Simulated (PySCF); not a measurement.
# C₅H₁₂OSSi: magnetic properties

What do calculations give for the magnetic properties of C₅H₁₂OSSi (`C/C=C\O[Si@H](C)SC`)?

Programs: PySCF 2.14.0, with routines of our own; each step states its level. All values are computed. Atoms count from 0.

## 1. The starting structure

20 atoms, charge 0, multiplicity 1; geometry from: GFN2-xTB.

## 2. Magnetic properties: GIAO PBE/pcSseg-1

What the job is given:

```
{"job": {"kind": "mag", "xc": "PBE", "basis": "pcSseg-1", "isotopologues": 2}, "charge": 0, "multiplicity": 1}
C     -3.262642     1.244890     0.361397
C     -3.024025    -0.056042    -0.329254
C     -1.828788    -0.507132    -0.678581
O     -0.691246     0.193720    -0.452271
Si     0.854410    -0.273917    -0.517405
C      1.252879    -1.658770     0.723944
S      1.838508     1.559378    -0.032421
C      3.550133     0.941388    -0.016779
H     -2.329428     1.789666     0.470895
H     -3.692086     1.071440     1.347973
H     -3.967208     1.851320    -0.206154
H     -3.887920    -0.664553    -0.549283
H     -1.694797    -1.461809    -1.171024
H      1.239286    -0.681614    -1.872458
H      1.081019    -1.324970     1.745728
H      2.285185    -1.988315     0.654568
H      0.621836    -2.527305     0.553676
H      3.686758     0.268496     0.823293
H      3.764008     0.431194    -0.949847
H      4.198967     1.803612     0.090967
```

Level: GIAO PBE/pcSseg-1 magnetisability, rotational g tensor and spin-rotation constants, non-relativistic, gas phase.

Started as:

```
> OMP_NUM_THREADS=1 python excited_run.py task.json out
```

One launch serves the whole session: the jobs run in the order shown.

Standard output:

```text
coarse grid: 17208 points
cycle   1  E = -959.7070138494  dE =  7.010e-01  |g| = 9.248e-01  |ddm| = 4.049e+00
cycle   2  E = -959.2920723435  dE =  4.149e-01  |g| = 1.679e+00  |ddm| = 2.662e+00
cycle   3  E = -959.8799255122  dE = -5.879e-01  |g| = 2.845e-01  |ddm| = 2.090e+00
cycle   4  E = -959.8941385538  dE = -1.421e-02  |g| = 1.030e-01  |ddm| = 3.062e-01
cycle   5  E = -959.8958268469  dE = -1.688e-03  |g| = 5.999e-02  |ddm| = 1.413e-01
cycle   6  E = -959.8967546092  dE = -9.278e-04  |g| = 1.592e-02  |ddm| = 6.497e-02
cycle   7  E = -959.8968169500  dE = -6.234e-05  |g| = 3.775e-03  |ddm| = 1.773e-02
cycle   8  E = -959.8968204364  dE = -3.486e-06  |g| = 1.111e-03  |ddm| = 5.671e-03
final grid: 155384 points
cycle   9  E = -959.9769605324  dE = -1.266e-05  |g| = 1.994e-02  |ddm| = 3.877e-02
cycle  10  E = -959.9767137224  dE =  2.468e-04  |g| = 3.948e-02  |ddm| = 4.450e-02
cycle  11  E = -959.9770331225  dE = -3.194e-04  |g| = 7.079e-03  |ddm| = 3.523e-02
cycle  12  E = -959.9770454209  dE = -1.230e-05  |g| = 1.098e-03  |ddm| = 7.266e-03
cycle  13  E = -959.9770457160  dE = -2.951e-07  |g| = 3.823e-04  |ddm| = 1.452e-03
cycle  14  E = -959.9770457539  dE = -3.789e-08  |g| = 8.001e-05  |ddm| = 3.986e-04
cycle  15  E = -959.9770457554  dE = -1.474e-09  |g| = 2.657e-05  |ddm| = 1.152e-04
cycle  16  E = -959.9770457555  dE = -1.455e-10  |g| = 7.336e-06  |ddm| = 2.982e-05
converged SCF energy = -959.9770457555

Magnetisability tensor (1e-30 J/T^2)
    -1652.85       63.93        0.73
       63.93    -1583.34       51.78
        0.73       51.78    -1639.98
isotropic -1625.39   principal values   -1703.90  -1645.42  -1526.86
isotropic susceptibility -97.883 1e-6 cm^3/mol

Inertial axes            a          b          c
rot. const./GHz      2.6500     0.6994     0.5988
chi total           -98.851    -95.973    -98.826
chi diamagnetic    -613.652  -1890.553  -2182.091
chi paramagnetic    514.801   1794.580   2083.265
quadrupole/D A       10.028     -3.687     -6.342
g nuclear            0.6175     0.5852     0.5835
g electronic        -0.6409    -0.5897    -0.5861
g total             -0.0234    -0.0045    -0.0026

Spin-rotation constants (kHz, H = +C I.J)
atom  isotope        aa         bb         cc
  8     1H        0.014     -0.047     -0.063
  9     1H       -0.230     -0.076      0.002
 10     1H       -0.148     -0.040     -0.047
 11     1H        0.119     -0.046     -0.066
 12     1H       -0.244      0.037     -0.041
 13     1H       -0.177     -0.052      0.021
 14     1H       -0.323     -0.073      0.003
 15     1H       -0.019     -0.067     -0.072
 16     1H       -0.172     -0.024     -0.071
 17     1H       -0.285     -0.040     -0.017
 18     1H       -0.273     -0.055     -0.008
 19     1H       -0.128     -0.024     -0.066
  0    13C*       0.439      0.091      0.072
  1    13C*       0.982      0.225      0.112
  2    13C*       0.913      0.280      0.154
  3    17O*      -0.602     -0.100     -0.051
  4   29Si*      -1.648     -0.475     -0.417
  5    13C*       0.358      0.090      0.063
  6    33S*       0.320      0.146      0.132
  7    13C*       0.358      0.093      0.081
* in the singly substituted isotopologue

Isotopologues: g along a, b, c
2H    at 8,9,10,11,12,1    -0.0191    -0.0039    -0.0023
13C   at 0                 -0.0231    -0.0044    -0.0025
```

It took 55 s on 1 thread of Arm Neoverse V2, shared host; peak memory 0.75 GiB.

In short:

```
              quantity                      value
       magnetisability           -1625·10⁻³⁰ J/T²
  molar susceptibility         -97.9·10⁻⁶ cm³/mol
rotational g (a, b, c)  -0.0234, -0.0045, -0.0026
```

Orbitals, density, ELF and potential are computed afterwards from the orbital file.

Frontier orbitals at PBE/pcSseg-1, with the share of their density that lies nearest to each atom:

```
orbital  energy (eV)                      lies on
   HOMO        -5.39    C1 28 %; C2 19 %; S6 18 %
   LUMO        -0.62  S6 22 %; Si4 19 %; H13 11 %
```

ELF in a plane through or near 7 of the atoms.

Ten even steps from ' ' (0.00) to '@' (1.00):
```
                                                        
                                                        
                                                        
          ..      --====::                              
      ..@@@@##  ..##%%%%**::              ..--::        
      ==@@@@@@..::%%%%@@##--      ..++....%%@@@@..      
      --@@@@@@++**::++..**..      ..%%++==@@@@@@##      
        --**::::%%--::--**  ::++::  --++++@@@@@@**      
        ::++++==**++##@@**..**%%**    ==****##**..      
        ..==**++..::**::..::##--##::--**%%++..          
            ..    ..::--%%..%%####--%%..++%%**::        
                  ::**++..::--::++--##**##@@@@@@..      
                ::--++%%##--    **##++--**@@@@@@..      
              ==##++--==--..    ****--  ..##%%++        
              ::++::..==%%**    ..::                    
                ..  ..++@@##                            
                      ..==::                            
                                                        
                                                        
                                                        
```
The map spans 13.4 Å across and 10.2 Å up, centred on the molecule. Atoms in the plane (x, y in Å): C1 (3.0, -0.3), O3 (0.7, 0.1), Si4 (-0.9, -0.2), S6 (-1.7, 1.7), C7 (-3.5, 1.2), H10 (4.1, 1.6), H11 (3.8, -0.9).

log10 of the density (e/Å³) in the same plane.

Ten even steps from ' ' (-4.0) to '@' (1.4):
```
                                                        
                  ......                                
              ....::::::::..                            
      ..::--------======----..      ............        
    ..--==++++====++****++==::....::------------::      
    ::--++****++++**####++==--::::--======++++==--..    
    ::==**##########@@##**++==----==++++**####++==::    
    ::==++##%%%%####%%##**++++++++++++**######**==::    
    ::--++**############******##**++++**####**++--::    
    ::--==******++****######%%@@##****####**++==--..    
    ..::--========++**%%@@##%%%%######%%@@##**==--..    
      ..::::----==++**####******############**++--..    
        ..::::====++******++++++**##**********++--..    
          ..::==++++******++====++++++====++==--::      
            ::--====++++++++----====--------::::        
            ..::--======++==--::::::::::......          
              ..::::--------::......                    
                  ..........                            
                                                        
                                                        
```
The map spans 13.4 Å across and 10.2 Å up, centred on the molecule. Atoms in the plane (x, y in Å): C1 (3.0, -0.3), O3 (0.7, 0.1), Si4 (-0.9, -0.2), S6 (-1.7, 1.7), C7 (-3.5, 1.2), H10 (4.1, 1.6), H11 (3.8, -0.9).

On the surface of density 0.002 e/bohr³ the electrostatic potential runs, from the 1st to the 99th percentile, from -1.06 V near S6 to 1.09 V near H12.

## 3. Magnetic properties: GIAO wB97X-D/def2-SVP

The job, as its differences from that of step 2:

```diff
@@ -1,2 +1,2 @@
-{"job": {"kind": "mag", "xc": "PBE", "basis": "pcSseg-1", "isotopologues": 2}, "charge": 0, "multiplicity": 1}
+{"job": {"kind": "mag", "xc": "wB97X-D", "basis": "def2-SVP"}, "charge": 0, "multiplicity": 1}
 C     -3.262642     1.244890     0.361397
```

With the program's defaults for keys left out, this is: GIAO wB97X-D/def2-SVP magnetisability, rotational g tensor and spin-rotation constants, non-relativistic, gas phase.

Standard output:

```text
coarse grid: 17208 points
cycle   1  E = -959.9769250509  dE =  9.795e-01  |g| = 6.512e-01  |ddm| = 4.386e+00
cycle   2  E = -959.9783954457  dE = -1.470e-03  |g| = 7.064e-01  |ddm| = 1.334e+00
cycle   3  E = -960.0713378224  dE = -9.294e-02  |g| = 8.036e-02  |ddm| = 6.792e-01
cycle   4  E = -960.0725290693  dE = -1.191e-03  |g| = 3.418e-02  |ddm| = 1.037e-01
cycle   5  E = -960.0728290438  dE = -3.000e-04  |g| = 8.644e-03  |ddm| = 4.286e-02
cycle   6  E = -960.0728476208  dE = -1.858e-05  |g| = 2.015e-03  |ddm| = 1.066e-02
cycle   7  E = -960.0728489798  dE = -1.359e-06  |g| = 5.293e-04  |ddm| = 3.241e-03
final grid: 155384 points
cycle   8  E = -960.1965265434  dE = -1.242e-04  |g| = 4.783e-03  |ddm| = 3.727e-02
cycle   9  E = -960.1965302839  dE = -3.740e-06  |g| = 3.446e-03  |ddm| = 9.762e-03
cycle  10  E = -960.1965330398  dE = -2.756e-06  |g| = 5.596e-04  |ddm| = 3.785e-03
cycle  11  E = -960.1965331146  dE = -7.476e-08  |g| = 3.019e-04  |ddm| = 1.003e-03
cycle  12  E = -960.1965331337  dE = -1.908e-08  |g| = 7.266e-05  |ddm| = 3.571e-04
cycle  13  E = -960.1965331352  dE = -1.512e-09  |g| = 2.435e-05  |ddm| = 1.128e-04
cycle  14  E = -960.1965331354  dE = -2.219e-10  |g| = 7.104e-06  |ddm| = 5.384e-05
converged SCF energy = -960.1965331354

Magnetisability tensor (1e-30 J/T^2)
    -1678.17       56.48        0.54
       56.48    -1600.33       50.54
        0.54       50.54    -1662.24
isotropic -1646.91   principal values   -1719.87  -1669.11  -1551.75
isotropic susceptibility -99.179 1e-6 cm^3/mol

Inertial axes            a          b          c
rot. const./GHz      2.6500     0.6994     0.5988
chi total          -100.447    -96.926   -100.165
chi diamagnetic    -611.460  -1888.548  -2180.264
chi paramagnetic    511.013   1791.621   2080.099
quadrupole/D A        9.717     -3.682     -6.034
g nuclear            0.6175     0.5852     0.5835
g electronic        -0.6362    -0.5887    -0.5852
g total             -0.0187    -0.0035    -0.0017

Spin-rotation constants (kHz, H = +C I.J)
atom  isotope        aa         bb         cc
  8     1H        0.004     -0.048     -0.064
  9     1H       -0.239     -0.077      0.001
 10     1H       -0.158     -0.041     -0.048
 11     1H        0.110     -0.047     -0.067
 12     1H       -0.262      0.036     -0.042
 13     1H       -0.189     -0.054      0.018
 14     1H       -0.326     -0.074      0.002
 15     1H       -0.027     -0.068     -0.072
 16     1H       -0.181     -0.026     -0.072
 17     1H       -0.291     -0.043     -0.019
 18     1H       -0.280     -0.057     -0.010
 19     1H       -0.138     -0.026     -0.067
  0    13C*       0.348      0.076      0.060
  1    13C*       0.882      0.208      0.095
  2    13C*       0.842      0.256      0.132
  3    17O*      -0.491     -0.081     -0.036
  4   29Si*      -1.419     -0.400     -0.350
  5    13C*       0.284      0.074      0.053
  6    33S*       0.227      0.120      0.106
  7    13C*       0.294      0.075      0.065
* in the singly substituted isotopologue
```

Wall time 37 s (1 thread of Arm Neoverse V2, shared host); peak memory 0.87 GiB.

In short:

```
              quantity                      value
       magnetisability           -1647·10⁻³⁰ J/T²
  molar susceptibility         -99.2·10⁻⁶ cm³/mol
rotational g (a, b, c)  -0.0187, -0.0035, -0.0017
```

## 4. Magnetic properties side by side

```
                level  ξ (10⁻³⁰ J/T²)     g(a)     g(b)  gap (eV)  functions  time
    GIAO PBE/pcSseg-1           -1625  -0.0234  -0.0045      4.77        210  55 s
GIAO wB97X-D/def2-SVP           -1647  -0.0187  -0.0035     10.72        180  37 s
```

## 5. Outcome

```
                                          quantity                      value
       magnetisability (step 2, GIAO PBE/pcSseg-1)           -1625·10⁻³⁰ J/T²
  molar susceptibility (step 2, GIAO PBE/pcSseg-1)         -97.9·10⁻⁶ cm³/mol
rotational g (a, b, c) (step 2, GIAO PBE/pcSseg-1)  -0.0234, -0.0045, -0.0026
             surface potential, 1st and 99th percentile         -1.06 V and 1.09 V
                   magnetisability over the levels  -1647 to -1625·10⁻³⁰ J/T²
```

At PBE/pcSseg-1, counted by nearest atom on the grid, the HOMO lies on C1 28 %; C2 19 %, the LUMO on S6 22 %; Si4 19 %. The magnetisability spreads by 1.3 % over 2 levels, from GIAO wB97X-D/def2-SVP (37 s) to GIAO PBE/pcSseg-1 (55 s); the runs took 37 s to 55 s. Two levels can agree by chance, so this spread shows no convergence. Vibrational averaging and real surroundings are missing from these values.
